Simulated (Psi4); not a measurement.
# SiCNCl2F (SMILES N#C[Si](F)(Cl)Cl), step by step

We compute a series of 16 runs (MP2/def2-TZVP, UMP2/def2-TZVP) of CCl2FNSi and its partners. 

The results are computed with Psi4 1.11.

### Step 1. The molecule

SiCNCl2F has 6 atoms, charge 0, and is taken as a singlet. SMILES: `N#C[Si](F)(Cl)Cl`. The shape is that of a PBE0-D4/def2-TZVP optimisation.

Bond lengths: N1–C2 1.151 Å, C2–Si3 1.830 Å, Si3–F4 1.572 Å, Si3–Cl5 2.006 Å, Si3–Cl6 2.006 Å. Angles: N1–C2–Si3 179.1°, C2–Si3–F4 107.4°, C2–Si3–Cl5 109.0°, C2–Si3–Cl6 109.0°, F4–Si3–Cl5 109.6°, F4–Si3–Cl6 109.6°, Cl5–Si3–Cl6 112.0°.

### Step 2. A single-point energy at MP2/def2-TZVP (density fitting, density fitting for correlation) (run 1)

job.in reads:

```
memory 1.6 GB

molecule {
  0 1
  N      1.752600    -1.361000     1.114200
  C      0.923100    -0.763300     0.585900
  Si    -0.381900     0.210300    -0.249400
  F     -1.471500    -0.801900    -0.758800
  Cl     0.422900     1.177100    -1.812500
  Cl    -1.203100     1.474700     1.074300
  symmetry c1
}

set {
  num_frozen_docc 18
}

e, wfn = energy('mp2/def2-TZVP', return_wfn=True)
print_variables()
```

On the command line:

```console
$ psi4 -n 1 job.in job.out
```

job.out:

```text
[...]
  Running in c1 symmetry.
[...]
  Nuclear repulsion =  414.637220120483050
[...]
  Multiplicity = 1
[...]
  Nalpha       = 35
  Nbeta        = 35
[...]
    Number of basis functions: 204
[...]
   @DF-RHF iter   1: -1399.88922458303637   -8.40288e-01   2.45909e-03 ADIIS/DIIS
[...]
   @DF-RHF iter  13: -1399.98827699554681   -2.54659e-11   5.26367e-09 DIIS
[...]
    Orbital Energies [Eh]
    ---------------------
    Doubly Occupied:
       1A   -104.876573     2A   -104.876555     3A    -68.940478
       4A    -26.341608     5A    -15.616899     6A    -11.282769
       7A    -10.606624     8A    -10.606603     9A     -8.073254
      10A     -8.073233    11A     -8.072107    12A     -8.072101
      13A     -8.072087    14A     -8.072081    15A     -6.276586
      16A     -4.384916    17A     -4.384794    18A     -4.384445
      19A     -1.647219    20A     -1.251220    21A     -1.167571
      22A     -1.138816    23A     -0.843166    24A     -0.761040
      25A     -0.725042    26A     -0.715363    27A     -0.640794
      28A     -0.593086    29A     -0.587571    30A     -0.538213
      31A     -0.528717    32A     -0.524976    33A     -0.504653
      34A     -0.503661    35A     -0.494590
[...]
  @DF-RHF Final Energy: -1399.98827699554681
   => Energetics <=
    Nuclear Repulsion Energy =            414.6372201204830503
    One-Electron Energy =               -2760.8921711769180547
    Two-Electron Energy =                 946.2666740608880218
    Total Energy =                      -1399.9882769955470394
[...]
 Multipole Moments:
 ------------------------------------------------------------------------------------
     Multipole            Electronic (a.u.)      Nuclear  (a.u.)        Total (a.u.)
 ------------------------------------------------------------------------------------
 L = 1.  Multiply by 2.5417464519 to convert [e a0] to [Debye]
 Dipole X            :         -2.0252706            1.5047054           -0.5205652
 Dipole Y            :          1.3052745           -0.5990592            0.7062152
 Dipole Z            :         -1.2745504            0.9091388           -0.3654116
 Magnitude           :                                                    0.9503966
[...]
```

Run time: 6 s. Hardware: 1 thread of Intel Xeon 6975P-C (Granite Rapids), shared host; peak memory 0.43 GiB.

### Step 3. The distorted shape: a single-point energy at MP2/def2-TZVP (density fitting, density fitting for correlation) (run 2)

input.inp reads:

```
memory 1600 MB

molecule mol {
  N      1.873340    -1.215956     0.879696
  C      1.043840    -0.618256     0.351396
  Si    -0.261160     0.355344    -0.483904
  F     -1.350760    -0.656856    -0.993304
  Cl     0.422900     1.177100    -1.812500
  Cl    -1.082360     1.619744     0.839796
  symmetry c1
}

set globals {
  basis def2-TZVP
  num_frozen_docc 18
}

energy_value, wavefunction = energy("mp2", return_wfn=True)
print_variables()
```

On the command line:

```console
$ psi4 input.inp input.out -n 1
```

input.out:

```text
[...]
  Running in c1 symmetry.
[...]
  Nuclear repulsion =  434.318701465883748
[...]
  Multiplicity = 1
[...]
  Nalpha       = 35
  Nbeta        = 35
[...]
    Number of basis functions: 204
[...]
   @DF-RHF iter   1: -1399.83318758419341   -2.97596e-01   2.42716e-03 ADIIS/DIIS
[...]
   @DF-RHF iter  13: -1399.92631677040913   -3.04681e-11   6.37411e-09 DIIS
[...]
    Orbital Energies [Eh]
    ---------------------
    Doubly Occupied:
       1A   -104.886270     2A   -104.860904     3A    -68.902681
       4A    -26.325216     5A    -15.604561     6A    -11.269422
       7A    -10.627535     8A    -10.591570     9A     -8.094896
      10A     -8.091981    11A     -8.091977    12A     -8.058212
      13A     -8.057114    14A     -8.057102    15A     -6.250005
      16A     -4.361026    17A     -4.356225    18A     -4.355793
      19A     -1.634041    20A     -1.245503    21A     -1.233687
      22A     -1.136283    23A     -0.832005    24A     -0.755807
      25A     -0.717455    26A     -0.708938    27A     -0.661899
      28A     -0.611734    29A     -0.588955    30A     -0.569593
      31A     -0.543429    32A     -0.517504    33A     -0.502297
      34A     -0.494991    35A     -0.487151
[...]
  @DF-RHF Final Energy: -1399.92631677040913
   => Energetics <=
    Nuclear Repulsion Energy =            434.3187014658837484
    One-Electron Energy =               -2800.3225153863140804
    Two-Electron Energy =                 966.0774971500210313
    Total Energy =                      -1399.9263167704093576
[...]
 Multipole Moments:
 ------------------------------------------------------------------------------------
     Multipole            Electronic (a.u.)      Nuclear  (a.u.)        Total (a.u.)
 ------------------------------------------------------------------------------------
 L = 1.  Multiply by 2.5417464519 to convert [e a0] to [Debye]
 Dipole X            :         -1.8806295            1.5338349           -0.3467947
 Dipole Y            :          1.5038223           -0.5640663            0.9397561
 Dipole Z            :         -1.6940859            0.8525628           -0.8415230
 Magnitude           :                                                    1.3082695
[...]
```

Wall time 5.7 s (1 thread of Intel Xeon 6975P-C (Granite Rapids), shared host); peak memory 0.44 GiB.

Runs 3 to 4 aren't shown in full; the table further down has their settings and results.

### Step 4. The distorted shape: the energy at UMP2/def2-TZVP (density fitting, density fitting for correlation) (run 5)

job.in reads:

```
memory 1600 mb

molecule system {
  0 1
  N      1.511174    -1.651023     1.583103
  C      0.681674    -1.053323     1.054803
  Si    -0.623326    -0.079723     0.219503
  F     -1.712926    -1.091923    -0.289897
  Cl     0.422900     1.177100    -1.812500
  Cl    -1.444526     1.184677     1.543203
  symmetry c1
}

set {
  basis def2-TZVP
  reference uhf
  guess_mix true
  num_frozen_docc 18
}

set reference uhf
set stability_analysis follow
set max_attempts 5
energy("scf")
set stability_analysis none
set guess read
set guess_mix false

e = energy("mp2")
```

On the command line:

```console
$ psi4 -i job.in -o job.out -n 1
```

job.out:

```text
[...]
  Running in c1 symmetry.
[...]
  Nuclear repulsion =  385.775214087844915
[...]
  Multiplicity = 1
[...]
  Nalpha       = 35
  Nbeta        = 35
[...]
    Number of basis functions: 204
[...]
   @DF-UHF iter   1: -1399.78543260814627   -1.20983e+00   2.65751e-03 DIIS/ADIIS
[...]
   @DF-UHF iter  16: -1399.91717614707522   -3.18323e-11   5.24851e-09 DIIS
[...]
   @S^2 Observed:                6.618634529E-10
[...]
    Orbital Energies [Eh]
    ---------------------
    Alpha Occupied:
       1A   -104.904117     2A   -104.840744     3A    -68.990628
       4A    -26.369508     5A    -15.639191     6A    -11.305738
       7A    -10.633317     8A    -10.564613     9A     -8.099901
      10A     -8.098687    11A     -8.098669    12A     -8.031004
      13A     -8.030053    14A     -8.030050    15A     -6.321658
      16A     -4.429959    17A     -4.429600    18A     -4.429314
      19A     -1.671704    20A     -1.270613    21A     -1.176529
      22A     -1.057022    23A     -0.866185    24A     -0.781064
      25A     -0.745667    26A     -0.736360    27A     -0.645021
      28A     -0.602799    29A     -0.562256    30A     -0.548866
      31A     -0.528298    32A     -0.520893    33A     -0.483606
      34A     -0.460504    35A     -0.459899
[...]
  @DF-UHF Final Energy: -1399.91717614707522
   => Energetics <=
    Nuclear Repulsion Energy =            385.7752140878449154
    One-Electron Energy =               -2702.6567075596171890
    Two-Electron Energy =                 916.9643173246968217
    Total Energy =                      -1399.9171761470752244
  UHF NO Occupations:
  HONO-2 :   33  A 2.0000000
  HONO-1 :   34  A 2.0000000
[...]
 Multipole Moments:
 ------------------------------------------------------------------------------------
     Multipole            Electronic (a.u.)      Nuclear  (a.u.)        Total (a.u.)
 ------------------------------------------------------------------------------------
 L = 1.  Multiply by 2.5417464519 to convert [e a0] to [Debye]
 Dipole X            :         -2.3335954            1.4464595           -0.8871359
 Dipole Y            :          0.8857796           -0.6690296            0.2167500
 Dipole Z            :         -0.4471721            1.0222653            0.5750931
 Magnitude           :                                                    1.0792232
[...]
```

Wall time 27 s (1 thread of Intel Xeon 6975P-C (Granite Rapids), shared host); peak memory 0.48 GiB.

Runs 6 to 15 aren't shown in full; the table further down has their settings and results.

### Step 5. SiCNClF: a single-point energy at UMP2/def2-TZVP (density fitting, density fitting for correlation) (run 16)

cclfnsi.dat reads:

```
memory 1600 MB

molecule geom {
  0 2
  N      1.752600    -1.361000     1.114200
  C      0.923100    -0.763300     0.585900
  Si    -0.381900     0.210300    -0.249400
  F     -1.471500    -0.801900    -0.758800
  Cl    -1.203100     1.474700     1.074300
  symmetry c1
}

set {
  basis           def2-TZVP
  reference       uhf
  num_frozen_docc 13
}

energy("mp2")
```

On the command line:

```console
$ psi4 -n 1 cclfnsi.dat cclfnsi.out
```

cclfnsi.out:

```text
[...]
  Running in c1 symmetry.
[...]
  Nuclear repulsion =  245.664359343178432
[...]
  Multiplicity = 2
[...]
  Nalpha       = 27
  Nbeta        = 26
[...]
    Number of basis functions: 167
[...]
   @DF-UHF iter   1:  -940.21306403069616   -9.50612e-01   3.12993e-03 DIIS/ADIIS
[...]
   @DF-UHF iter  24:  -940.37326095100684   -1.12550e-11   6.81770e-09 DIIS
[...]
   @S^2 Observed:                7.612325180E-01
[...]
    Orbital Energies [Eh]
    ---------------------
    Alpha Occupied:
       1A   -104.871705     2A    -68.910623     3A    -26.336119
       4A    -15.614069     5A    -11.277946     6A    -10.601763
       7A     -8.069911     8A     -8.067183     9A     -8.066867
      10A     -6.252822    11A     -4.364168    12A     -4.356626
      13A     -4.356212    14A     -1.644085    15A     -1.251876
      16A     -1.151626    17A     -0.847133    18A     -0.757038
      19A     -0.721683    20A     -0.709930    21A     -0.626071
      22A     -0.582971    23A     -0.542801    24A     -0.523220
      25A     -0.511175    26A     -0.499200    27A     -0.403313
    Alpha Virtual:
[...]
  @DF-UHF Final Energy:  -940.37326095100684
   => Energetics <=
    Nuclear Repulsion Energy =            245.6643593431784325
    One-Electron Energy =               -1788.8655815186157270
    Two-Electron Energy =                 602.8279612244305099
    Total Energy =                       -940.3732609510068414
  UHF NO Occupations:
  HONO-2 :   25  A 1.9991416
  HONO-1 :   26  A 1.9959846
[...]
 Multipole Moments:
 ------------------------------------------------------------------------------------
     Multipole            Electronic (a.u.)      Nuclear  (a.u.)        Total (a.u.)
 ------------------------------------------------------------------------------------
 L = 1.  Multiply by 2.5417464519 to convert [e a0] to [Debye]
 Dipole X            :         -2.1583894            1.7075134           -0.4508760
 Dipole Y            :          1.1216657           -0.3463630            0.7753026
 Dipole Z            :         -0.9454562            0.3851277           -0.5603285
 Magnitude           :                                                    1.0575214
[...]
```

It took 5.4 s on 1 thread of Intel Xeon 6975P-C (Granite Rapids), shared host; peak memory 0.31 GiB.

### Step 6. The series

```csv
run,level,iteration cap,start,partner,energy (Eh),HOMO energy (eV),LUMO energy (eV),HOMO–LUMO gap (eV),wall time
1,"MP2/def2-TZVP (density fitting, density fitting for correlation)",–,–,base,-1401.043017,-13.46,2.34,15.80,6 s
2,"MP2/def2-TZVP (density fitting, density fitting for correlation)",–,–,Si3–Cl5 1.71 Å,-1400.981591,-13.26,2.75,16.00,5.7 s
3,"MP2/def2-TZVP (density fitting, density fitting for correlation)",–,–,Si3–Cl5 2.31 Å,-1401.018897,-13.13,1.59,14.71,5.7 s
4,"MP2/def2-TZVP (density fitting, density fitting for correlation)",–,–,Si3–Cl5 2.61 Å,-1400.976224,-12.51,0.14,12.65,6 s
5,"UMP2/def2-TZVP (density fitting, density fitting for correlation)",–,stable UHF solution,Si3–Cl5 2.61 Å,-1400.976224,-12.51,0.14,12.65,27 s
6,"MP2/def2-TZVP (density fitting, density fitting for correlation)",–,–,Si3–Cl5 3.01 Å,-1400.922261,-11.78,-1.49,10.29,6.6 s
7,"UMP2/def2-TZVP (density fitting, density fitting for correlation)",–,stable UHF solution,Si3–Cl5 3.01 Å,-1400.899067,-11.51,-0.92,10.59,39 s
8,"MP2/def2-TZVP (density fitting, density fitting for correlation)",–,–,Si3–Cl5 3.61 Å,-1400.864483,-10.25,-3.06,7.18,6 s
9,"UMP2/def2-TZVP (density fitting, density fitting for correlation)",–,stable UHF solution,Si3–Cl5 3.61 Å,-1400.861858,-11.17,-1.21,9.96,38 s
10,"MP2/def2-TZVP (density fitting, density fitting for correlation)",–,–,Si3–Cl5 4.41 Å,-1400.827570,-9.01,-4.22,4.79,6.9 s
11,"UMP2/def2-TZVP (density fitting, density fitting for correlation)",–,stable UHF solution,Si3–Cl5 4.41 Å,-1400.854707,-10.88,-1.24,9.64,57 s
12,UMP2/def2-TZVP (density fitting),–,stable UHF solution,Si3–Cl5 6.02 Å,not converged,–,–,–,59 s
13,UMP2/def2-TZVP (density fitting),100,stable UHF solution,Si3–Cl5 6.02 Å,not converged,–,–,–,2.5 min
14,UMP2/def2-TZVP (density fitting),150,stable UHF solution,Si3–Cl5 6.02 Å,not converged,–,–,–,35 s
15,"UMP2/def2-TZVP (density fitting, density fitting for correlation)",–,–,fragment,-459.632086,-13.05,-0.94,–,1.6 s
16,"UMP2/def2-TZVP (density fitting, density fitting for correlation)",–,–,fragment,-941.222108,-10.97,0.24,–,5.4 s
```

### Step 7. Results

| quantity | value |
| --- | --- |
| SiCNClF: total energy | -941.22211 Eh |
| SiCNClF: HOMO energy (Hartree–Fock orbitals) (highest over α and β) | -10.97 eV |
| SiCNClF: LUMO energy (Hartree–Fock orbitals) (lowest over α and β) | 0.24 eV |
| SiCNClF: correlation energy (13 core orbitals frozen) | -848.8 mEh |
| SiCNClF: ⟨S²⟩ of the reference determinant | 0.761 |
| interaction energy of the rigid parts Cl and SiCNClF (parts in their own basis; closest atoms 2.01 Å apart) | -5.138 eV |
| energy change with the Si3–Cl5 bond stretched from 2.006 to 3.611 Å | 4.858 eV |
| energy change with the Si3–Cl5 bond stretched from 2.006 to 2.307 Å | 0.656 eV |
| energy change with the Si3–Cl5 bond stretched from 2.006 to 3.010 Å | 3.286 eV |
| energy change with the Si3–Cl5 bond stretched from 2.006 to 4.414 Å | 5.863 eV |
| energy change with the Si3–Cl5 bond stretched from 2.006 to 2.608 Å | 1.818 eV |
| energy change with the Si3–Cl5 bond shortened from 2.006 to 1.705 Å | 1.672 eV |

What this shows: The interaction energy of the rigid parts Cl and SiCNClF (parts in their own basis; closest atoms 2.01 Å apart) is −5.14 eV (−496 kJ/mol): the parts attract. Without counterpoise this holds the superposition error of the basis. With the Si3–Cl5 bond stretched from 2.006 to 3.611 Å the energy rises by 4.86 eV (469 kJ/mol). The first shape isn't relaxed at this level, so the change isn't measured from a minimum. A restricted reference can't describe the breaking bond well at this length. With the Si3–Cl5 bond stretched from 2.006 to 2.307 Å the energy rises by 0.66 eV (63.3 kJ/mol). With the Si3–Cl5 bond stretched from 2.006 to 3.010 Å the energy rises by 3.29 eV (76 kcal/mol). With the Si3–Cl5 bond stretched from 2.006 to 4.414 Å the energy rises by 5.86 eV (135 kcal/mol). With the Si3–Cl5 bond stretched from 2.006 to 2.608 Å the energy rises by 1.82 eV (42 kcal/mol). In run 10 a closed-shell determinant meets a far-stretched bond, which it describes badly. Spin contamination of the reference: run 11 ⟨S²⟩ = 1.02, run 9 ⟨S²⟩ = 0.95, run 7 ⟨S²⟩ = 0.59. Where it is this large, the reference is a mixture of spin states, and values that rest on it are in doubt. All runs together took 7.6 min, the longest 2.5 min. 3 of the 16 runs did not end normally.
